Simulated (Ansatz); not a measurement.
What does this script print? It uses Ansatz 0.2.0 through its Python package.

`disp.py`:
```python
# -*- coding: utf-8 -*-
"""Dispersion corrections for CHBOS2."""

import ansatz as az

mol = (
    az.Crystal.molecule()
    .atom("O", (2.4423, 0.1329, 0.4777))
    .atom("C", (1.2882, -0.3339, 0.3478))
    .atom("S", (0.1766, -1.6677, 0.6696))
    .atom("B", (-0.2091, -0.2351, -0.2566))
    .atom("S", (-1.6021, 0.6803, -1.231))
    .atom("H", (-2.0538, 1.3595, -0.0538))
)

model = mol.calculation().basis(gaussian="def2-SVP")
for name in ["revpbe", "pbe0"]:
    for correction in ("d3bj", "d4"):
        report = model.functional(name, dispersion=correction).run(threads=1, pin="off").report
        print(f"{name:8s} {correction:5s} total {report['free_energy_ev']:.5f} eV, of which dispersion {1000 * report['dispersion']['energy']['ev']:.2f} meV")
```

Output of `python disp.py`:
```text
revpbe   d3bj  total -25432.75582 eV, of which dispersion -377.80 meV
revpbe   d4    total -25432.85224 eV, of which dispersion -474.21 meV
pbe0     d3bj  total -25425.25490 eV, of which dispersion -141.73 meV
pbe0     d4    total -25425.25611 eV, of which dispersion -142.95 meV
```

Total energies depend on the basis set; only differences at equal settings carry meaning. The geometry is a force-field or estimated start, not a minimum of this method, and the basis set is short of its limit. D4 holds the three-body term, and d3bj doesn't. Timing: 8.7 s on 1 thread of Arm Neoverse V1 (shared host), peak memory 0.21 GiB.
